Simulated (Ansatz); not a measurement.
**KF: a single-point run**

Wanted: a converged single-point run for KF, and a check of what comes out. The structure is shown as the input types it.

Computed with Ansatz 0.2.0 (density functional or hybrid calculation with the settings of its input, plane waves (as first typed), unless a step's input says otherwise).

4 further runs of the same task are left out: 4 that didn't finish.

## Step 1: The system as given

Symmetry: Fm-3m, No. 225, cubic system. The conventional cell has a = 5.318 Å, b = 5.318 Å, c = 5.318 Å, α = 90.00°, β = 90.00°, γ = 90.00°. K (site symmetry m-3m) is surrounded by 6 F at 2.66 Å. F (site symmetry m-3m) is surrounded by 6 K at 2.66 Å.

Coordinates:

```cif
data_structure
_symmetry_space_group_name_H-M 'P 1'
_symmetry_Int_Tables_number 1
_cell_length_a 3.7603
_cell_length_b 3.7603
_cell_length_c 3.7603
_cell_angle_alpha 60.000
_cell_angle_beta 60.000
_cell_angle_gamma 60.000
_cell_volume 37.60
loop_
_atom_site_label
_atom_site_type_symbol
_atom_site_fract_x
_atom_site_fract_y
_atom_site_fract_z
_atom_site_occupancy
K1 K 0.00000 0.00000 0.00000 1
F1 F 0.50000 0.50000 0.50000 1
```

## Step 2: Input and run

Input file input.yaml:

```yaml
crystal:
  lattice:
    - [0.0, 2.6589605792, 2.6589605792]
    - [2.6589605792, 0.0, 2.6589605792]
    - [2.6589605792, 2.6589605792, 0.0]
  atoms:
    - { symbol: K, position: [0.0, 0.0, 0.0] }
    - { symbol: F, position: [0.5, 0.5, 0.5] }
kpoints:
  mp_grid: { grid: [6, 6, 6] }
hamiltonian:
  xc: r2scan
scf:
  occupations: { method: fixed }
  n_extra_bands: 4
  max_iter: 94
output:
  forces: true
  stress: true
  eigenvalues: true
basis:
  ecutwfc: 40
```

Run with:

```sh
ansatz run input.yaml --threads 4 --pin off --max-ram 3686MiB --backend cpu --events-out ev --progress --plain --runs-dir out
```

Q: Will this input give a usable result? If not, why, and what should change?

The program finished normally, with warnings (cutoff below recommended, metallic iterate). It gives a pressure of -999 GPa, which is large.

In the input, basis.ecutwfc is 40. The basis cutoff is far too low: the plane waves can't represent the orbitals near the cores. The potentials' recommended cutoff is 500 eV.

The test: delete basis.ecutwfc (the default then holds).
